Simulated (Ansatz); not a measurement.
## HfMo in Ansatz: convergence with k mesh

Input of the first run (k mesh 3 × 3 × 2); the others differ in this setting and in those tied to it:

The input input.yaml:

```yaml
crystal:
  lattice:
    - [1.6712035, -2.472467, 0.0]
    - [1.6712035, 2.472467, 0.0]
    - [0.0, 0.0, 4.447011]
  atoms:
    - { symbol: Hf, position: [-0.008945, -0.011306, 0.00228] }
    - { symbol: Mo, position: [0.494113, 0.494528, 0.514188] }
hamiltonian:
  xc: pbesol
  pseudopotentials: { kind: paw }
kpoints:
  mp_grid: { grid: [3, 3, 2] }
scf:
  occupations: { method: methfessel_paxton, width: 0.1 }
output:
  forces: true
  stress: true
  eigenvalues: true
```

Potentials or basis: Ansatz PAW.

Run with:

```console
$ ansatz run input.yaml --threads 2 --pin off --max-ram 5632MiB --backend cpu --events-out ev --progress --plain --runs-dir out
```

The cell isn't the ideal one: atoms moved at random, drawn with an rms of 0.05 Å.

The cell comes from a database or a generator and needn't be the stable form of this composition.

Hardware: 2 threads of Arm Neoverse V2, with other jobs on the host.

Question: The values tried are 3 × 3 × 2, 4 × 4 × 3, 5 × 5 × 3, 6 × 6 × 4, 7 × 7 × 5, 9 × 9 × 6, 11 × 11 × 7, 13 × 13 × 8, 16 × 16 × 10, loosest first. From which on does the energy stay within 1 meV/atom of the tightest run that finished?

Answer: From 13 × 13 × 8 on.

```csv
k mesh,"energy less the tightest run, at zero smearing (meV/atom)",pressure (GPa),largest force (eV/Å),SCF cycles,CPU time (s),peak memory (GiB)
3 × 3 × 2,36.17,-5.20,0.241,8,1.3,0.29
4 × 4 × 3,-7.81,-5.16,0.219,7,2.2,0.3
5 × 5 × 3,-2.90,-7.01,0.286,7,3.1,0.32
6 × 6 × 4,2.39,-5.78,0.430,6,4.7,0.36
7 × 7 × 5,2.88,-5.64,0.382,7,7.9,0.39
9 × 9 × 6,-1.22,-6.12,0.338,7,16,0.48
11 × 11 × 7,2.58,-5.73,0.319,7,25,0.6
13 × 13 × 8,0.24,-5.93,0.355,7,43,0.78
16 × 16 × 10,0.00,-6.06,0.347,7,79,1.2
```

Not settled before the last step: the pressure (to 0.1 GPa), the largest force (to 0.005 eV/Å). Meshes of other sizes hit other points, so gaps and Fermi surfaces needn't settle smoothly. The tightest run that finished is the yardstick and may itself not be fully converged.

Caveat, for the tightest run too: the PAW data sets come from PBE, with cores solved anew for the run's functional, which leaves a small shift of forces and pressure. Spin-orbit coupling is left out, which matters for the levels of Hf.
